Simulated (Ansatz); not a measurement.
# LaAgS2: the cost of one run

Program: Ansatz 0.2.0. PAW datasets, plane waves, zero pressure. All values are calculated for a non-magnetic cell, which may be hypothetical.

### 1 The structure to begin with

It is tetragonal, P4/mmm (No. 123); conventional cell a = 4.107 Å, c = 5.808 Å, 24.49 Å³ an atom. Ag has 6 S at 2.90 Å; S has 4 La at 2.90 Å and 2 Ag at 2.90 Å; La has 6 S at 2.90 Å; S has 4 Ag at 2.90 Å and 2 La at 2.90 Å.

As a file:

```xyz
4
Lattice="4.1071 0.0000 0.0000 0.0000 4.1071 0.0000 0.0000 0.0000 5.8083" Properties=species:S:1:pos:R:3 pbc="T T T"
Ag    0.0000    0.0000    0.0000
S     0.0000    0.0000    2.9041
La    2.0535    2.0535    2.9041
S     2.0535    2.0535    0.0000
```

### 2 PBE: cell and atoms

Input file input.yaml:

```yaml
crystal:
  lattice:
    - [4.1070748821, 0.0, 0.0]
    - [0.0, 4.1070748821, 0.0]
    - [0.0, 0.0, 5.808281]
  atoms:
    - { symbol: Ag, position: [0.0, 0.0, 0.0] }
    - { symbol: S, position: [0.0, 0.0, 0.5] }
    - { symbol: La, position: [0.5, 0.5, 0.5] }
    - { symbol: S, position: [0.5, 0.5, 0.0] }
kpoints:
  mp_grid: { grid: [6, 6, 4] }
hamiltonian:
  xc: pbe
scf:
  occupations: { method: fermi_dirac, width: 0.02 }
relax:
  f_tol: 0.005
  cell: {}
```

On the command line:

```
$ ansatz run input.yaml --threads 2 --pin off --max-ram 2211MiB --backend cpu --events-out ev --progress --plain --runs-dir out
```

What time and memory should one allow on 2 threads of Arm Neoverse N1, shared host?

About 22 s, with a peak of 0.46 GiB.
